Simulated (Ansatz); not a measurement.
Debugging a ladder of basis sets of CSn (charge -1) (Ansatz 0.2.0 through its Python package).

The script, `csn.py`:
```python
'''Basis-set convergence for CSn(-).'''

import ansatz as az

FUNCTIONAL = 'b3lyp'
NET_CHARGE = -1


def main() -> None:
    geometry_ang = [
        ('Sn', (0.0, 0.0, 0.0)),
        ('C', (0.0, 0.0, 2.16)),
    ]
    csn = az.Crystal.molecule()
    for symbol, xyz in geometry_ang:
        csn = csn.atom(symbol, xyz)

    job = (
        csn.calculation()
        .functional(FUNCTIONAL)
        .charge(NET_CHARGE)
        .spin('collinear', total=1)
        .stress()
    )

    energies = {}
    for basis in ['def2-SVP', 'def2-SVPD', 'def2-TZVP', 'def2-TZVPP']:
        summary = job.basis(gaussian=basis).run(threads=1).report
        size = summary['n_frozen'] + summary['n_occupied'][0] + summary['n_virtual'][0]
        energies[basis] = (summary['reference_energy_ev'] / 27.211386246, summary['free_energy_ev'] / 27.211386246)
        print(f'{basis:14s} {size:4d} orbitals  reference {energies[basis][0]:14.6f} Ha  total {energies[basis][1]:14.6f} Ha')

    last = energies['def2-TZVPP'][1]
    for basis, (_, total) in energies.items():
        print(f'{basis:14s} lies {27.211386 * (total - last):9.4f} eV above def2-TZVPP')


if __name__ == '__main__':
    main()
```

```console
$ python csn.py
Traceback (most recent call last):
  File "csn.py", line 39, in <module>
    main()
    ~~~~^^
  File "csn.py", line 28, in main
    summary = job.basis(gaussian=basis).run(threads=1).report
              ~~~~~~~~~~~~~~~~~~~~~~~~~~~~~^^^^^^^^^^^
  ...
ansatz.RefusalError: invalid value for `basis.gaussian`: such a run doesn't read output.stress; remove what it names
```
(Library frames cut from the traceback.)

What is wrong, and how is it mended?

The fault: a molecule has no stress. Mended:

```diff
--- before
+++ after
@@ -22,3 +22,2 @@
         .spin('collinear', total=1)
-        .stress()
     )
```

After the fix:

Running `python csn.py` prints:
```text
def2-SVP         40 orbitals  reference    -252.300154 Ha  total    -252.300154 Ha
def2-SVPD        52 orbitals  reference    -252.306308 Ha  total    -252.306308 Ha
def2-TZVP        81 orbitals  reference    -252.359577 Ha  total    -252.359577 Ha
def2-TZVPP       81 orbitals  reference    -252.359577 Ha  total    -252.359577 Ha
def2-SVP       lies    1.6170 eV above def2-TZVPP
def2-SVPD      lies    1.4495 eV above def2-TZVPP
def2-TZVP      lies    0.0000 eV above def2-TZVPP
def2-TZVPP     lies    0.0000 eV above def2-TZVPP
```

Caveats:
- The drop along the ladder measures the basis error, and is no property of the molecule.
- The geometry is a force-field or estimated start, not a minimum of this method, and the last set is no limit. Much of the fall in a total is atomic energy, which cancels in bond and reaction energies.
- def2 sets replace the cores of elements past krypton by effective core potentials.
- The run takes the species as open-shell (spin multiplicity 2), which needn't be its ground state.
- The expectation value of S² is noticeably off S(S+1) in at least one run, so that state is spin-contaminated.
- b3lyp holds the VWN-RPA fit, as in Gaussian; the form of ORCA and Turbomole is b3lyp5.
- The spin state was assumed, and another may lie lower.
- Wall time of the script: 38 s on 1 thread of Arm Neoverse V1 (shared host), peak memory 0.24 GiB.
